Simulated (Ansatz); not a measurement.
# AlGaH+ (triplet): from Hartree-Fock to the top rungs, 6-31G

Aim: climb from Hartree-Fock through coupled cluster and multireference methods for AlGaH+ (triplet) at one geometry and basis, and see what each rung misses.

The runs use Ansatz 0.2.0, Gaussian basis; 6-31G, core rule «outside noble gas», up to 19 orbitals frozen.

Plan: UHF; CCSD(T) on ROHF; CCSD(T) on UHF; BCCD(T) on ROHF; CISD; CCSDT(Q) on ROHF; CCSDT(Q) on UHF; CISDTQ; CASSCF and MRCISD+Q, 6 electrons in 9 orbitals; CASSCF and NEVPT2, 6 electrons in 9 orbitals; Full CI; Full CI in the symmetry of the determinant.

14 further runs of the same task are left out: 9 that didn't finish, 5 set aside as unsound or not needed.

## 1. What is computed

The geometry is a PBE0/def2-TZVP stationary point (not a proven minimum) of the parent state, kept for this charge and spin. No spin-orbit coupling is included. The filled d shell of Ga may be among the frozen orbitals whatever the setting's name suggests; the logs give the count.

3 atoms, charge 1, spin multiplicity 3.

Atoms are counted from 1 here; the program's logs count them from 0.

Bond lengths: Al1–Ga2 2.308 Å, Ga2–H3 1.559 Å. Angles: Al1–Ga2–H3 180.0°.

## 2. UHF

File in.yaml:

```yaml
crystal:
  periodic: [false, false, false]
  atoms:
    - {symbol: Al, position_ang: [0.000000, 0.000000, 2.058500]}
    - {symbol: Ga, position_ang: [0.000000, 0.000000, -0.249900]}
    - {symbol: H, position_ang: [0.000000, 0.000000, -1.808600]}
basis:
  gaussian: {orbitals: 6-31G}
total_charge: 1
magnetization: {spin_polarized: true, initial_magnetization: 2}
hamiltonian: {xc: hf}
output: {orbitals: {seedname: orbitals}}
```

The run is started by

```sh
$ ansatz run in.yaml --threads 1 --pin off --events-out ev --progress --plain --max-ram 2393MiB
```

Further steps of the session: CCSD(T) on ROHF; CCSD(T) on UHF; BCCD(T) on ROHF; CISD; CCSDT(Q) on ROHF; CCSDT(Q) on UHF; CISDTQ; CASSCF and MRCISD+Q, 6 electrons in 9 orbitals; CASSCF and NEVPT2, 6 electrons in 9 orbitals; Full CI; Full CI in the symmetry of the determinant.

**Question.** What will the summary of the whole plan be? Wanted: FCI below the RHF energy; RMP2 from FCI; UMP2 from FCI; RCCSD from FCI; RCCSD(T) from FCI; UCCSD(T) from FCI; RCCSDT(Q) from FCI; UCCSDT(Q) from FCI; NEVPT2 valence from FCI.

The runs gave:

| quantity | value |
| --- | --- |
| FCI below the RHF energy | -1.6536 eV |
| RMP2 from FCI | +603.7 meV |
| UMP2 from FCI | +589.8 meV |
| RCCSD from FCI | +59.7 meV |
| RCCSD(T) from FCI | +22.3 meV |
| UCCSD(T) from FCI | +20.2 meV |
| RCCSDT(Q) from FCI | +0.4 meV |
| UCCSDT(Q) from FCI | -1.0 meV |
| NEVPT2 valence from FCI | +78.6 meV |
| MRCISD+Q valence from FCI | +0.7 meV |
| levels within 1 kcal/mol (43 meV) | RCCSD(T), UCCSD(T), BCCD(T), RCCSDT, UCCSDT, RCCSDT(Q), UCCSDT(Q), MRCISD valence, MRCISD+Q valence |
| T1 diagnostic | 0.040 |
| effectively unpaired electrons | 2.04 |

**Reading.** RCCSD(T) misses by +22.3 meV, 1.4 % of the correlation energy. The occupations are near whole numbers, but T1 = 0.040 shows that the orbitals relax strongly. Of the multireference levels listed MRCISD+Q valence comes nearest in total energy (+0.7 meV), which doesn't show that its space is the better one. These misses are within one basis, not against nature; the frozen cores of restricted and unrestricted runs differ, which can shift their rows.
